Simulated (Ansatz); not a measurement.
# InP (F-43m): how the settings move a single-point run

Aim: see which settings change the result for InP (F-43m), by how much, and at what cost.

The COD entry's cell or inner coordinates are ideal or old and differ from later refinements, so a difference from it is no clean test against experiment.

Method: reference: DFT PBE, scalar-relativistic, plane waves, PAW, unless a step's input says otherwise, in Ansatz 0.2.0.

## Step 1: The structure to begin with

Symmetry: F-43m, No. 216, cubic system. The conventional cell has a = 5.861 Å, b = 5.861 Å, c = 5.861 Å, α = 90.00°, β = 90.00°, γ = 90.00°. In (site symmetry -43m) is surrounded by 4 P at 2.54 Å. P (site symmetry -43m) is surrounded by 4 In at 2.54 Å.

As a file:

```cif
data_structure
_symmetry_space_group_name_H-M 'P 1'
_symmetry_Int_Tables_number 1
_cell_length_a 4.1444
_cell_length_b 4.1444
_cell_length_c 4.1444
_cell_angle_alpha 60.000
_cell_angle_beta 60.000
_cell_angle_gamma 60.000
_cell_volume 50.33
loop_
_atom_site_label
_atom_site_type_symbol
_atom_site_fract_x
_atom_site_fract_y
_atom_site_fract_z
_atom_site_occupancy
In1 In 0.00000 0.00000 0.00000 1
P1 P 0.75000 0.75000 0.75000 1
```

## Step 2: Baseline

input.yaml reads:

```yaml
crystal:
  lattice:
    - [0.0, 2.9305005221, 2.9305005221]
    - [2.9305005221, 0.0, 2.9305005221]
    - [2.9305005221, 2.9305005221, 0.0]
  atoms:
    - { symbol: In, position: [0.0, 0.0, 0.0] }
    - { symbol: P, position: [0.75, 0.75, 0.75] }
basis:
  ecutwfc: 420
  ecutrho_ratio: 4
kpoints:
  mp_grid: { grid: [8, 8, 8] }
hamiltonian:
  xc: pbe
scf:
  occupations: { method: gaussian, width: 0.05 }
output:
  forces: true
  stress: true
  eigenvalues: true
```

Started as:

```sh
ansatz run input.yaml --threads 4 --pin off --max-ram 8192MiB --backend cpu --events-out ev --progress --plain --runs-dir out
```

## Step 3: Changed: ecutwfc 40.4 Ry, occupations.method methfessel_paxton, occupations.width 0.3

Edit input.yaml of step 2 so:

```diff
@@ -9,3 +9,3 @@
 basis:
-  ecutwfc: 420
+  ecutwfc: "40.4 Ry"
   ecutrho_ratio: 4
@@ -16,3 +16,3 @@
 scf:
-  occupations: { method: gaussian, width: 0.05 }
+  occupations: { method: methfessel_paxton, width: 0.3 }
 output:
@@ -20,2 +20 @@
   stress: true
-  eigenvalues: true
```

## Step 4: Variant: xc lda, accuracy high

Edit input.yaml of step 2 so:

```diff
@@ -14,3 +14,3 @@
 hamiltonian:
-  xc: pbe
+  xc: lda
 scf:
@@ -20,2 +20,2 @@
   stress: true
-  eigenvalues: true
+accuracy: high
```

## Step 5: Variant: occupations.method cold, occupations.width 0.3, mixing.algorithm msr1, mixing.beta 0.7, mixing.ndim 4

Edit input.yaml of step 2 so:

```diff
@@ -16,3 +16,4 @@
 scf:
-  occupations: { method: gaussian, width: 0.05 }
+  occupations: { method: cold, width: 0.3 }
+  mixing: { algorithm: msr1, beta: 0.7, ndim: 4 }
 output:
@@ -20,2 +21 @@
   stress: true
-  eigenvalues: true
```

Before running it: what results should come out? Wanted: for each run, ending; energy change; pressure; gap; force.

The runs gave:

```tsv
run	ending	energy change	pressure (GPa)	gap (eV)	force (eV/Å)	cycles	time
reference	converged	0	3.3	0.72	0.00	6	0.73 s
1: ecutwfc 40.4 Ry, occupations.method methfessel_paxton, occupations.width 0.3	converged	-0.9 meV/atom (σ→0)	3.3	0.72	0.00	7	0.97 s
2: xc lda, accuracy high	converged	not comparable	-1.2	0.48	0.00	8	0.78 s
3: occupations.method cold, occupations.width 0.3, mixing.algorithm msr1, mixing.beta 0.7, mixing.ndim 4	converged	0.0 meV/atom (σ→0)	3.3	0.72	0.00	9	0.81 s
```

Residual by cycle in the longest SCF loop of each run; runs are numbered as in the table. The quantity is the density residual dr2, in eV.

```tsv
cycle	reference	run 1	run 2	run 3
1	0.00408	0.00409	0.0359	0.00396
2	7.3e-4	7.3e-4	0.00208	6.7e-4
3	6.6e-5	6.6e-5	3.7e-4	8.4e-5
4	5.6e-6	5.9e-6	2.5e-5	1.2e-5
5	2.0e-6	2.6e-6	2.1e-7	3.6e-7
6	6.1e-8	1.2e-7	2.6e-9	6.3e-9
7	-	3.3e-9	3.4e-11	1.3e-6
8	-	-	8.6e-13	2.9e-7
9	-	-	-	9.0e-9
```

What this shows: Of the converged runs whose energies compare with the reference's, «ecutwfc 40.4 Ry, occupations.method methfessel_paxton, occupations.width 0.3» moves the energy most (-0.9 meV/atom) and «occupations.method cold, occupations.width 0.3, mixing.algorithm msr1, mixing.beta 0.7, mixing.ndim 4» least (0.0 meV/atom).

The gaps are Kohn-Sham values of a semilocal functional, not quasiparticle or optical gaps. Such gaps usually fall short of the measured ones. Spin-orbit coupling is left out, though the cell holds In; it can move the gap.
